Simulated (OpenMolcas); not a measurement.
# Zr³⁺ among point charges: CASSCF and CASPT2 levels and susceptibility

How does a field of 6 point charges split the states of Zr³⁺, and what χT follows?

Program: OpenMolcas 26.06. Level of theory: state-averaged CASSCF and CASPT2, spin-orbit coupling by RASSI with atomic mean-field integrals. These are calculated values, not measurements, unless marked.

### Step 1. The atom as given

```
Species                           : Zr³⁺ (zirconium, Z = 40, 37 electrons)
Basis                             : ANO-RCC-VDZP [6s5p3d1f], 43 functions
Scalar Hamiltonian                : DKH2, point nucleus
Inactive shells                   : 1s 2s 2p 3s 3p 3d 4s 4p
Active space                      : 1 electron in 5 orbitals (4d)
Some configurations of this space : 4d
Orbitals                          : optimised for each spin and parity, averaged over all roots
```

Outer shells as boxes (Hund's rule):

4d
```
4d [↑ ][  ][  ][  ][  ]
```

The ion sits among 6 point charges of -1.5 e arranged as an octahedron (Oh), 2.34 Å from the ion.

The work runs as a chain of OpenMolcas steps in one folder; each step below is one input file. Labels, J, g values, rates, χT and fits are worked out afterwards by a script from the matrices that RASSI stores. The input lists half of the charges; inversion (Group=XYZ) makes the rest.

### Step 2. GATEWAY and SEWARD: basis and integrals

File a.inp:

```
&GATEWAY
Coord
1

Zr 0.0 0.0 0.0
Basis=ANO-RCC-VDZP
Group=XYZ
NoMove
AngMom=0.0 0.0 0.0
AMFI
XField
3 Angstrom 0
2.340000 0.000000 0.000000 -1.500000
0.000000 2.340000 0.000000 -1.500000
0.000000 0.000000 2.340000 -1.500000
&SEWARD
```

Launch:

```
> OMP_NUM_THREADS=1 MOLCAS_MEM=1689 MOLCAS_PROJECT=a pymolcas a.inp > a.log
```

### Step 3. Reference wave functions, doublets of even parity, 5 roots

File a.inp:

```
&RASSCF
FileOrb=start.orb
Symmetry=1
Spin=2
nActEl=1 0 0
Inactive=9 9
Ras2=5 0
CIRoot=5 5 1
SDav=5
CIMx=300
Iter=120 100
PrWF=0.3
OrbListing=Nothing
MaxOrb=0
>>> COPY $Project.JobIph JOB001
```

start.orb holds the contracted functions of the basis, ordered by shell, or the orbitals of the step before.

### Step 4. State interaction with spin-orbit coupling

File a.inp:

```
&RASSI
NrOfJobIphs=1 5
1 2 3 4 5
IphNames
JOB001
EJob
SpinOrbit
DIPRint=1.0
SOCoupling=1000.0
Subsets=2
Property=9
'ANGMOM' 1 'ANGMOM' 2 'ANGMOM' 3 'MLTPL  1' 1 'MLTPL  1' 2 'MLTPL  1' 3
'AMFI' 1 'AMFI' 2 'AMFI' 3
SOProperty=3
'ANGMOM' 1 'ANGMOM' 2 'ANGMOM' 3
```

### Step 5. CASPT2: IPEA 0.25, imaginary shift 0.1 (closed shells correlated: 4s 4p)

File a.inp:

```
>>> COPY JOB001 $Project.JobIph
&CASPT2
Multistate=5 1 2 3 4 5
NoMult
Frozen=8 6
IPEA=0.25
Imaginary=0.1
MaxIter=60
WThr=0.0 0.3 0.05
PrWF=0.5
NoMix
```

(Steps that only read results are left out.)

Q: Predict the outcome of this session. Wanted: spin-free ground state; first state of the same spin within the active space; lowest level; next level.

As calculated:

```
                                            quantity                                                                        value
                                              method  SS-CASPT2, IPEA 0.25, imaginary shift 0.1 (closed shells correlated: 4s 4p)
                              spin-free ground state                                              2T2, 3-fold in its orbital part
first state of the same spin within the active space                                                              2E at 9660 cm⁻¹
                                        lowest level                                                                    4-fold Γ8
                                          next level                                                                   735.2 cm⁻¹
                                         χT at 300 K                                                               0.21 cm³ K/mol
                           effective moment at 300 K                                                                      1.31 μB
```

Cost by method:

| method | time of its own steps | time with the reference |
| --- | --- | --- |
| A. CASSCF | 1.4 s | 1.4 s |
| B. SS-CASPT2, IPEA 0.25, imaginary shift 0.1, +4s 4p | 0.47 s | 1.8 s |

Times are of one thread on a shared host.

The spin-free ground state (2T2) comes to 100 % from free-ion D terms and keeps the highest spin of the shell. χT at 300 K is 0.21, against 0.38 cm³ K/mol for the spin alone, so orbital moment lowers it. A ligand-field fit to the states below 45000 cm-1 gives 10Dq = 9658 cm-1, the gap between the two states. CASPT2 does not keep the components of a term degenerate, and the means are used. The field of point charges can differ much from that of real complexes. This is an electrostatic model: the charges have no orbitals.
